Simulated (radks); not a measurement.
**Excited configurations of Bi³⁺**

One table from this session's results is given with a row withheld; the runs are named, their logs left out.

Method: Dirac Kohn-Sham, BLYP, spin-unpolarised, spherical densities, finite nucleus; open shells fill j = l - 1/2 first. Code: radks (a radial shooting solver on a logarithmic mesh, Libxc functionals) version 1.

### What is computed

| Property | Result |
| --- | --- |
| element | bismuth (Z = 83) |
| charge | +3 |
| electrons | 80 |
| configuration | [Hg] |
| nuclear rms radius | 5.5211 fm |

The first run:

Settings of this run:

```text
Z 83
configuration [Hg]
relativity Dirac
functional b88,lyp
spin unpolarised
j_filling energy
nucleus finite rms 5.5211 fm
c 137.035999084
```

Run with:

```
> python run_ks.py task.json out
```

This one command runs every case of the session in turn.

Steps of the session up to this table: Ground configuration: [Hg].

One of the session's tables, all rows but one given; the rest of the session is left out.

It belongs to the step «Ground configuration: [Hg]». From the orbitals of this run (lengths in bohr):

```
level     <r>  outermost maximum (interpolated)  90 % within  nodes
5s1/2       ?                                 ?            ?      ?
4f5/2  0.4380                             0.340        0.693      0
4f7/2  0.4442                             0.344        0.703      0
5p1/2  0.8847                             0.807         1.27      3
5p3/2  0.9739                             0.883         1.40      3
5d3/2   1.198                              1.02         1.79      2
5d5/2   1.238                              1.05         1.85      2
6s1/2   2.023                              1.82         2.90      5
```

Estimate the missing values for 5s1/2.

As computed: <r>: 0.8314; outermost maximum (interpolated): 0.771; 90 % within: 1.18; nodes: 4. In the column «<r>» it lies between 4f7/2 (0.4442) and 5p1/2 (0.8847).

To keep in mind: Spin polarisation and multiplet splitting are left out, so open shells lie too high by an amount that depends on their filling.
